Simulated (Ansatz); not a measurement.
**C2H7FSSn: how energies converge with the basis set**

An exercise on one series of results from a longer session: the logs are not shown, and one member is left open.

Method: one geometry, several basis sets; program: Ansatz 0.2.0, Gaussian basis.

The runs, in order: PBE0-D4/def2-SVP; ωB97M-V/def2-SVP; PBE0-D4/def2-QZVPP; ωB97M-V/def2-QZVPP; the functionals' def2-TZVPP values are taken from earlier runs.

1 further run of the same task is left out (for a known fault of the program).

**The relaxed structure**

All runs share one geometry, relaxed beforehand with PBE0-D4 in a triple-zeta def2 set. Sn takes the def2 core potential; no spin-orbit term is included.

SMILES `C[S][SnH]([CH3])[F]`, 12 atoms, charge 0, spin multiplicity 1.

Atoms are counted from 1 here; the program's logs count them from 0.

Bond lengths: C1–S2 1.820 Å, C1–H6 1.090 Å, C1–H7 1.090 Å, C1–H8 1.089 Å, S2–Sn3 2.378 Å, Sn3–C4 2.125 Å, Sn3–F5 1.934 Å, Sn3–H9 1.703 Å, C4–H10 1.090 Å, C4–H11 1.089 Å, C4–H12 1.090 Å. Angles: S2–C1–H6 106.3°, S2–C1–H7 111.7°, S2–C1–H8 111.1°, H6–C1–H7 108.6°, H6–C1–H8 108.8°, H7–C1–H8 110.3°, C1–S2–Sn3 99.7°, S2–Sn3–C4 113.5°, S2–Sn3–F5 105.7°, S2–Sn3–H9 109.4°, C4–Sn3–F5 102.4°, C4–Sn3–H9 118.5°, F5–Sn3–H9 105.9°, Sn3–C4–H10 110.2°, Sn3–C4–H11 109.0°, Sn3–C4–H12 109.1°, H10–C4–H11 109.6°, H10–C4–H12 109.7° and more.

Set-up of the first run:

in.yaml reads:

```yaml
crystal:
  periodic: [false, false, false]
  atoms:
    - {symbol: C, position_ang: [-2.003343, 0.699995, 0.029140]}
    - {symbol: S, position_ang: [-1.203821, 0.450650, -1.586319]}
    - {symbol: Sn, position_ang: [1.049200, 0.170256, -0.879332]}
    - {symbol: C, position_ang: [1.269710, -1.199172, 0.730152]}
    - {symbol: F, position_ang: [1.555164, 1.851366, -0.067478]}
    - {symbol: H, position_ang: [-3.058624, 0.878608, -0.176291]}
    - {symbol: H, position_ang: [-1.917740, -0.183656, 0.661091]}
    - {symbol: H, position_ang: [-1.593554, 1.570212, 0.540047]}
    - {symbol: H, position_ang: [2.052299, -0.009857, -2.243691]}
    - {symbol: H, position_ang: [0.943445, -2.193195, 0.425049]}
    - {symbol: H, position_ang: [0.667262, -0.858343, 1.571488]}
    - {symbol: H, position_ang: [2.316901, -1.231969, 1.030045]}
basis:
  gaussian: {orbitals: def2-SVP}
hamiltonian: {xc: pbe0, dispersion: d4}
output: {orbitals: {seedname: orbitals}}
```

Command:

```console
$ ansatz run in.yaml --threads 2 --pin off --events-out ev --progress --plain --max-ram 32768MiB --backend cpu
```

Steps of the session up to this table: PBE0-D4 in def2-SVP; ωB97M-V in def2-SVP; PBE0-D4 in def2-QZVPP; ωB97M-V in def2-QZVPP.

One of the session's tables, all rows but one given; the rest of the session is left out.

It belongs to the step «Density functionals: the series». 

```
functional       basis  HOMO (eV)
   PBE0-D4    def2-SVP      -6.92
   PBE0-D4  def2-TZVPP      -7.04
   PBE0-D4  def2-QZVPP          ?
   ωB97M-V    def2-SVP      -9.10
   ωB97M-V  def2-TZVPP      -9.24
   ωB97M-V  def2-QZVPP      -9.27
```

**Question.** Estimate the row for PBE0-D4, def2-QZVPP.

**Answer.** HOMO (eV): -7.06. In the column «HOMO (eV)» it lies between ωB97M-V, def2-SVP (-9.10) and PBE0-D4, def2-TZVPP (-7.04).
